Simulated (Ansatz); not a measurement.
**BClH2Se: basis-set convergence**

One table from this session's results is given with a row withheld; the runs are named, their logs left out.

Method: one geometry, several basis sets; program: Ansatz 0.2.0, Gaussian basis.

The runs, in order: PBE0-D4/def2-SVP; ωB97M-V/def2-SVP; PBE0-D4/def2-QZVPP; ωB97M-V/def2-QZVPP; the functionals' def2-TZVPP values are taken from earlier runs.

### Structure used throughout

An earlier PBE0-D4 in a triple-zeta def2 set relaxation fixed the geometry.

SMILES `ClB[SeH]`, 5 atoms, charge 0, spin multiplicity 1.

Atoms are counted from 1 here; the program's logs count them from 0.

Bond lengths: Cl1–B2 1.743 Å, B2–Se3 1.916 Å, B2–H4 1.188 Å, Se3–H5 1.469 Å. Angles: Cl1–B2–Se3 118.9°, Cl1–B2–H4 119.6°, Se3–B2–H4 121.5°, B2–Se3–H5 94.6°.

Set-up of the first run:

Input file in.yaml:

```yaml
crystal:
  periodic: [false, false, false]
  atoms:
    - {symbol: Cl, position_ang: [-2.133389, -0.290031, -0.272293]}
    - {symbol: B, position_ang: [-0.406804, -0.344459, -0.042369]}
    - {symbol: Se, position_ang: [0.577128, 1.299682, -0.015946]}
    - {symbol: H, position_ang: [0.133444, -1.393525, 0.094020]}
    - {symbol: H, position_ang: [1.879521, 0.654733, 0.195188]}
basis:
  gaussian: {orbitals: def2-SVP}
hamiltonian: {xc: pbe0, dispersion: d4}
output: {orbitals: {seedname: orbitals}}
```

Steps of the session up to this table: PBE0-D4 in def2-SVP; ωB97M-V in def2-SVP; PBE0-D4 in def2-QZVPP; ωB97M-V in def2-QZVPP.

One of the session's tables, all rows but one given; the rest of the session is left out.

It belongs to the step «Functionals by basis». 

```
functional       basis  HOMO (eV)
   PBE0-D4    def2-SVP      -7.71
   PBE0-D4  def2-TZVPP      -7.82
   PBE0-D4  def2-QZVPP          ?
   ωB97M-V    def2-SVP      -9.78
   ωB97M-V  def2-TZVPP      -9.92
   ωB97M-V  def2-QZVPP      -9.94
```

Q: Estimate the row for PBE0-D4, def2-QZVPP from the others.

The run gave: HOMO (eV): -7.84. In the column «HOMO (eV)» it lies between ωB97M-V, def2-SVP (-9.78) and PBE0-D4, def2-TZVPP (-7.82).
